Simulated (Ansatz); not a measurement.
Crystal: HfIn4SiO6.

```
CELL_PARAMETERS angstrom
2.71585 -4.70357 0.00833
2.71585 4.70357 0.00833
-1.87915 0.00000 7.40127
ATOMIC_POSITIONS crystal
Hf 0.78835 0.21165 0.00000
In 0.62175 0.37825 0.50000
In 0.45502 0.54498 0.00000
In 0.28407 0.71593 0.50000
In 0.95814 0.04186 0.50000
Si 0.12168 0.87832 0.00000
O 0.06219 0.11415 0.86666
O 0.88585 0.93781 0.13334
O 0.79490 0.53784 0.86663
O 0.46216 0.20510 0.13337
O 0.15352 0.62879 0.13333
O 0.37121 0.84648 0.86667
```

The cell was built by a generator and needn't be a form met in nature.

Base run:

| Item | Value |
| --- | --- |
| Program | Ansatz 0.2.0 |
| Functional | PBE |
| Potentials or basis | all-electron PAW datasets made for the crystal |
| Cutoff | 440 eV (chosen from the basis error) |
| k mesh | 4 × 4 × 3 |
| Occupations | fermi-dirac, width 0.05 eV |
| Spin | no spin polarisation |

Its results: band gap on the k mesh none (metal or under the smearing width); pressure -0.4 GPa; largest force 0.083 eV/Å.

Problem. The run is repeated on the same cell with these changes: potentials or basis from all-electron PAW datasets made for the crystal to all-electron LAPW, scalar-relativistic; cutoff from 440 eV (chosen from the basis error) to 334 eV (chosen from the basis error); k mesh from 4 × 4 × 3 to 3 × 3 × 2. What comes out?

Solution. Band gap on the k mesh none (metal or under the smearing width); pressure 0.1 GPa; largest force 0.245 eV/Å.

Caveats: some runs use coarse meshes; the k mesh is thin for a metal, which can move the energy by tens of meV per atom; the program warned that the printed levels may be off, so bands, gaps and densities of states are rough (some runs).

The runs don't all hold the same shells in valence.
